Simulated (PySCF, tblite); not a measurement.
# C4H7FOSi: geometry, infrared bands and NMR shifts

Wanted: the infrared bands and NMR shifts of C4H7FOSi (`O=C(/C=C/F)C[SiH3]`), by calculation.

Computed with tblite 0.8.0 and PySCF 2.14.0, with density-fitted response routines of our own, on a single molecule in the gas phase. Atoms count from 0, in the outputs and in this text.

### Step 1. The molecule as given

14 atoms, charge 0, multiplicity 1; geometry from: force field or distance geometry start.

Bonds of the start (Å): O0–C1 1.22, C1–C2 1.51, C2–C3 1.33, C3–F4 1.36, C1–C5 1.52, C5–Si6 1.85, C2–H7 1.08, C3–H8 1.07, C5–H9 1.10, C5–H10 1.10, Si6–H11 1.48, Si6–H12 1.48, Si6–H13 1.49.

### Step 2. Geometry optimisation with GFN2-xTB

The job: settings as JSON, then the geometry in Å.

```
{"job": {"kind": "relax", "xc": "GFN2-xTB", "basis": "xTB"}, "charge": 0, "multiplicity": 1}
O      0.562800     0.632800    -1.327900
C      0.412900     0.114400    -0.236200
C      1.617500    -0.267800     0.586100
C      2.829300    -0.019500     0.101200
F      3.925200    -0.355800     0.825600
C     -0.927900    -0.201100     0.395200
Si    -2.425800     0.256500    -0.589000
H      1.465200    -0.721400     1.553400
H      3.095700     0.423500    -0.836100
H     -0.971500     0.319600     1.365600
H     -0.954900    -1.279400     0.597900
H     -2.487700    -0.492600    -1.868300
H     -2.510400     1.719500    -0.808100
H     -3.630900    -0.129000     0.188600
```

The run is started by

```bash
$ OMP_NUM_THREADS=1 python probes_run.py task.json out
```

This one command runs all jobs of the session in turn.

**Question.** This job is followed by: GFN2-xTB harmonic vibrations, gas phase; GIAO PBE0/pcSseg-1 NMR shielding, non-relativistic, gas phase. What will the session give for the following? strongest single infrared mode (GFN2-xTB); zero-point energy (GFN2-xTB); 13C shifts against TMS (PBE0/pcSseg-1); 1H shifts against TMS (PBE0/pcSseg-1, means over atoms taken as alike); 17O shifts against H2O (PBE0/pcSseg-1); 19F shifts against CFCl3 (PBE0/pcSseg-1); 29Si shifts against TMS (PBE0/pcSseg-1).

As calculated:

```
                                                              quantity                          value
                             strongest single infrared mode (GFN2-xTB)           794 cm⁻¹, 429 km/mol
                                          zero-point energy (GFN2-xTB)                  58.8 kcal/mol
                                13C shifts against TMS (PBE0/pcSseg-1)  205.1, 176.3, 116.6, 31.8 ppm
1H shifts against TMS (PBE0/pcSseg-1, means over atoms taken as alike)     8.05, 6.28, 3.88, 2.24 ppm
                                17O shifts against H2O (PBE0/pcSseg-1)                      616.2 ppm
                              19F shifts against CFCl3 (PBE0/pcSseg-1)                     -107.1 ppm
                               29Si shifts against TMS (PBE0/pcSseg-1)                      -82.4 ppm
```

**Reading.** Over 47 steps the energy fell by 0.158 eV; of the close pairs, C5–Si6 changed most, 1.850 to 1.911 Å. All 36 modes are real, so the xTB geometry is a minimum. The strongest single mode, at 794 cm⁻¹, moves mainly H13, H12 and H11. GFN2-xTB is a fitted tight-binding method: band positions and strengths are rough. Its intensities can rank the bands wrongly. C1 (ketone carbonyl carbon) lies farthest downfield among carbon, at 205.1 ppm; the double bond to the heteroatom, with no lone-pair donor beside it, deshields it most. At PBE0/pcSseg-1: The largest span, 1169 ppm, is at O0, where the paramagnetic term is -683 ppm.
